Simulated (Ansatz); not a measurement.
**C2F2I2: a ladder of functionals and wavefunction methods**

The task here is to estimate one member of a computed series from the others.

Method: functionals in def2-TZVPP, the program's frozen cores in correlated methods; program: Ansatz 0.2.0, Gaussian basis.

Plan: PBE-D4, r2SCAN-D4, PBE0-D4, B3LYP-D4, ωB97X-V, ωB97M-V, B2PLYP; CCSD(T)/def2-TZVPP; MP2/def2-QZVPP; extrapolation to the limit.

### The relaxed structure

The geometry comes from an earlier relaxation with PBE0-D4 in a triple-zeta def2 set; it is a stationary point. I takes the def2 core potential; no spin-orbit term is included.

SMILES `F/C(I)=C(\F)I`, 6 atoms, charge 0, spin multiplicity 1.

Atoms are counted from 1 here; the program's logs count them from 0.

Bond lengths: F1–C2 1.328 Å, C2–I3 2.056 Å, C2–C4 1.332 Å, C4–F5 1.328 Å, C4–I6 2.056 Å. Angles: F1–C2–I3 114.5°, F1–C2–C4 119.0°, I3–C2–C4 126.5°, C2–C4–F5 119.0°, C2–C4–I6 126.5°, F5–C4–I6 114.5°.

The first run:

in.yaml

```yaml
crystal:
  periodic: [false, false, false]
  atoms:
    - {symbol: F, position_ang: [-0.670371, -0.774504, -1.540196]}
    - {symbol: C, position_ang: [-0.153961, -0.567687, -0.334473]}
    - {symbol: I, position_ang: [0.258294, -2.283402, 0.721654]}
    - {symbol: C, position_ang: [0.047108, 0.683179, 0.076637]}
    - {symbol: F, position_ang: [-0.274757, 1.686572, -0.731340]}
    - {symbol: I, position_ang: [0.828486, 1.264643, 1.887817]}
basis:
  gaussian: {orbitals: def2-TZVPP}
hamiltonian: {xc: pbe, dispersion: d4}
output: {forces: true, orbitals: {seedname: orbitals}}
```

The run is started by

```bash
> ansatz run in.yaml --threads 4 --pin off --events-out ev --progress --plain --max-ram 10444MiB
```

Among the steps run: PBE-D4 (GGA); r2SCAN-D4 (meta-GGA); PBE0-D4 (hybrid); B3LYP-D4 (hybrid); ωB97X-V (range-separated); ωB97M-V (range-separated); B2PLYP (double hybrid); CCSD(T) in def2-TZVPP; MP2 in def2-QZVPP.

One table of the session follows, with a row left open; its other results are not shown here.

```
            method  atomisation energy (eV)
            PBE-D4                   22.510
         r2SCAN-D4                   21.082
           PBE0-D4                   21.233
          B3LYP-D4                   20.616
           ωB97X-V                   20.759
           ωB97M-V                   20.699
            B2PLYP                   20.409
     HF/def2-TZVPP                   12.220
    MP2/def2-TZVPP                   21.411
   CCSD/def2-TZVPP                   19.170
CCSD(T)/def2-TZVPP                        ?
           MP2/CBS                   22.330
       CCSD(T)/CBS                   20.908
```

Estimate the missing values for CCSD(T)/def2-TZVPP.

**Answer.** atomisation energy (eV): 19.989. In the column «atomisation energy (eV)» it lies between CCSD/def2-TZVPP (19.170) and B2PLYP (20.409).

Limits of these values: Free atoms (2 F, 2 C, 2 I) were run apart at each level; the atomisation energy is their sum less the molecule, without zero-point or spin-orbit terms.
